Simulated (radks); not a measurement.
# The first electron to leave Lu³⁺

Lu³⁺ stands in [Xe] 4f14. From which sub-shell is an electron easiest to take? Each removal is a run of its own. The parent's configuration is the lowest that an earlier search found at this level.

The numbers are computed with radks (a radial shooting solver on a logarithmic mesh, Libxc functionals) version 1 (Dirac Kohn-Sham, relativistic LDA (MacDonald-Vosko exchange, VWN5 correlation), spin-unpolarised, spherical densities, finite nucleus), except any that are marked as measured or tabulated.

3 further runs of the same task are left out: 3 set aside as unsound or not needed.

**1. Starting point**

| Property | Result |
| --- | --- |
| element | lutetium (Z = 71) |
| charge | +3 |
| electrons | 68 |
| configuration | [Xe] 4f14 |
| nuclear rms radius | 5.37 fm |

A shell typed twice in an input gives the lower j, then the higher j.

**2. The parent, Lu³⁺**

From an earlier run at this level the parent has E = -14541.938665 hartree and these outer levels (eV):

```tsv
level	occupation	energy (eV)
4p3/2	4	-367.26
4d3/2	4	-223.75
4d5/2	6	-213.87
5s1/2	2	-87.523
5p1/2	2	-63.199
5p3/2	4	-56.119
4f5/2	6	-37.538
4f7/2	8	-36.005
```

**3. Remove 4f7/2: [Xe] 4f(5/2: 6, 7/2: 7)**

Settings of this run:

```text
Z 71
configuration [Xe] 4f6 4f7
relativity Dirac
functional lda_x_rel,vwn5
spin unpolarised
j_filling energy
nucleus finite rms 5.37 fm
c 137.035999084
```

**4. Remove 4f5/2: [Xe] 4f(5/2: 5, 7/2: 8)**

Settings, as their differences from step 3:

```diff
@@ -1,3 +1,3 @@
 Z 71
-configuration [Xe] 4f6 4f7
+configuration [Xe] 4f5 4f8
 relativity Dirac
```

**5. Remove 5p3/2: [Kr] 4d10 4f14 5s2 5p(1/2: 2, 3/2: 3)**

Settings, as their differences from step 4:

```diff
@@ -1,3 +1,3 @@
 Z 71
-configuration [Xe] 4f5 4f8
+configuration [Kr] 4d10 4f14 5s2 5p2 5p3
 relativity Dirac
```

**6. Remove 5p1/2: [Kr] 4d10 4f14 5s2 5p(1/2: 1, 3/2: 4)**

Settings, as their differences from step 5:

```diff
@@ -1,3 +1,3 @@
 Z 71
-configuration [Kr] 4d10 4f14 5s2 5p2 5p3
+configuration [Kr] 4d10 4f14 5s2 5p1 5p4
 relativity Dirac
```

**7. Ion rearranged (move 4f7/2 to 6s1/2 after a removal): [Xe] 4f(5/2: 6, 7/2: 6) 6s1**

Settings, as their differences from step 6:

```diff
@@ -1,3 +1,3 @@
 Z 71
-configuration [Kr] 4d10 4f14 5s2 5p1 5p4
+configuration [Xe] 4f6 4f6 6s1
 relativity Dirac
```

**8. Ion rearranged (move 4f7/2 to 6p1/2 after a removal): [Xe] 4f(5/2: 6, 7/2: 6) 6p(1/2: 1, 3/2: 0)**

Settings, as their differences from step 7:

```diff
@@ -1,3 +1,3 @@
 Z 71
-configuration [Xe] 4f6 4f6 6s1
+configuration [Xe] 4f6 4f6 6p1 6p0
 relativity Dirac
```

**9. Ion rearranged (move 4f7/2 to 5d3/2 after a removal): [Xe] 4f(5/2: 6, 7/2: 6) 5d(3/2: 1, 5/2: 0)**

Settings, as their differences from step 8:

```diff
@@ -1,3 +1,3 @@
 Z 71
-configuration [Xe] 4f6 4f6 6p1 6p0
+configuration [Xe] 4f6 4f6 5d1 5d0
 relativity Dirac
```

Q: Predict the outcome of this session. Wanted: for each run, case; final configuration; Δ-SCF; −ε of the level emptied.

As calculated:

```tsv
case	final configuration	Δ-SCF (eV)	−ε of the level emptied (eV)
remove 4f7/2	[Xe] 4f(5/2: 6, 7/2: 7)	46.445	36.005
remove 4f5/2	[Xe] 4f(5/2: 5, 7/2: 8)	48.061	37.538
remove 5p3/2	[Kr] 4d10 4f14 5s2 5p(1/2: 2, 3/2: 3)	63.572	56.119
ion rearranged (move 4f7/2 to 5d3/2 after a removal)	[Xe] 4f(5/2: 6, 7/2: 6) 5d(3/2: 1, 5/2: 0)	67.415	-
remove 5p1/2	[Kr] 4d10 4f14 5s2 5p(1/2: 1, 3/2: 4)	71.049	63.199
ion rearranged (move 4f7/2 to 6s1/2 after a removal)	[Xe] 4f(5/2: 6, 7/2: 6) 6s1	73.432	-
ion rearranged (move 4f7/2 to 6p1/2 after a removal)	[Xe] 4f(5/2: 6, 7/2: 6) 6p(1/2: 1, 3/2: 0)	80.393	-
```

**Reading.** Removal from 4f7/2 costs least (46.445 eV), ahead of 4f5/2 (48.061 eV). 4f7/2 is also the highest occupied level of the parent. NIST lists 45.25 eV (semi-empirical), between the same two configurations. Spin polarisation and multiplet splitting are left out, so open shells lie too high by an amount that depends on their filling.
